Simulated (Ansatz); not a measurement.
# Cl₂H₂S₂Sn: one species, many methods

An exercise on one series of results from a longer session: the logs are not shown, and one member is left open.

Computed with Ansatz 0.2.0, Gaussian basis. Level: functionals in def2-TZVPP, the program's frozen cores in correlated methods.

Plan: LDA (SPW92), PBE-D4, revPBE-D4, BLYP-D4, r2SCAN-D4, B97M-V, PBE0-D4, B3LYP-D4, r2SCANh-D4, r2SCAN0-D4, HSE06-D4, BHLYP-D4, CAM-B3LYP-D4, LC-ωPBE, ωB97X-V, ωB97M-V, B2PLYP, PBE-QIDH; CCSD(T)/def2-SVP; CCSD(T)/def2-TZVPP; MP2/def2-QZVPP; extrapolation to the limit; RPA on PBE.

### The geometry

An earlier PBE0-D4 in a triple-zeta def2 set relaxation fixed the geometry. Sn takes the def2 core potential; no spin-orbit term is included.

SMILES `[SH][Sn]([SH])([Cl])[Cl]`, 7 atoms, charge 0, spin multiplicity 1.

Atoms are counted from 1 here; the program's logs count them from 0.

Bond lengths: S1–Sn2 2.371 Å, S1–H6 1.345 Å, Sn2–S3 2.371 Å, Sn2–Cl4 2.315 Å, Sn2–Cl5 2.315 Å, S3–H7 1.345 Å. Angles: Sn2–S1–H6 91.4°, S1–Sn2–S3 110.6°, S1–Sn2–Cl4 107.4°, S1–Sn2–Cl5 113.2°, S3–Sn2–Cl4 113.2°, S3–Sn2–Cl5 107.4°, Cl4–Sn2–Cl5 105.0°, Sn2–S3–H7 91.5°.

Set-up of the first run:

in.yaml reads:

```yaml
crystal:
  periodic: [false, false, false]
  atoms:
    - {symbol: S, position_ang: [-1.477688, 0.996272, 1.446443]}
    - {symbol: Sn, position_ang: [0.014504, 0.018436, -0.114561]}
    - {symbol: S, position_ang: [1.382166, -1.603981, 0.942211]}
    - {symbol: Cl, position_ang: [-1.261451, -0.847600, -1.841214]}
    - {symbol: Cl, position_ang: [1.420075, 1.557482, -1.122038]}
    - {symbol: H, position_ang: [-2.433323, 1.118105, 0.507662]}
    - {symbol: H, position_ang: [2.416917, -1.306715, 0.135797]}
basis:
  gaussian: {orbitals: def2-TZVPP}
hamiltonian: {xc: lda}
output: {orbitals: {seedname: orbitals}}
```

Started as:

```
ansatz run in.yaml --threads 4 --pin off --events-out ev --progress --plain --max-ram 10444MiB
```

Steps of the session up to this table: LDA; PBE-D4 (GGA); revPBE-D4 (GGA); BLYP-D4 (GGA); r2SCAN-D4 (meta-GGA); B97M-V (meta-GGA); B3LYP-D4 (hybrid); r2SCANh-D4 (hybrid); r2SCAN0-D4 (hybrid); HSE06-D4 (hybrid); BHLYP-D4 (hybrid); CAM-B3LYP-D4 (range-separated); LC-ωPBE (range-separated); ωB97X-V (range-separated); ωB97M-V (range-separated); B2PLYP (double hybrid); PBE-QIDH (double hybrid).

One table of the session follows, with a row left open; its other results are not shown here.

It belongs to the step «Orbital energies across the functionals». 

| functional | HOMO (eV) | LUMO (eV) | gap (eV) |
| --- | --- | --- | --- |
| LDA (SPW92) | -7.13 | -3.72 | 3.41 |
| PBE-D4 | -6.99 | -3.43 | 3.56 |
| revPBE-D4 | -6.94 | -3.33 | 3.60 |
| BLYP-D4 | -6.81 | -3.35 | 3.46 |
| r2SCAN-D4 | -7.31 | -3.28 | 4.03 |
| B97M-V | -7.37 | -3.13 | 4.24 |
| PBE0-D4 | -8.26 | -2.57 | 5.69 |
| B3LYP-D4 | -7.99 | -2.84 | 5.15 |
| r2SCANh-D4 | -7.77 | -2.97 | 4.81 |
| r2SCAN0-D4 | -8.47 | -2.48 | 5.98 |
| HSE06-D4 | -7.86 | -2.94 | 4.92 |
| BHLYP-D4 | -9.36 | -1.60 | 7.76 |
| CAM-B3LYP-D4 | -9.58 | -1.58 | 8.00 |
| LC-ωPBE | -11.02 | -0.40 | 10.62 |
| ωB97X-V | -10.64 | -0.49 | 10.15 |
| ωB97M-V | ? | ? | ? |

Q: Estimate the row for ωB97M-V from the others.

The run gave: HOMO (eV): -10.45; LUMO (eV): -0.57; gap (eV): 9.87. In the column «HOMO (eV)» it lies between ωB97X-V (-10.64) and CAM-B3LYP-D4 (-9.58).
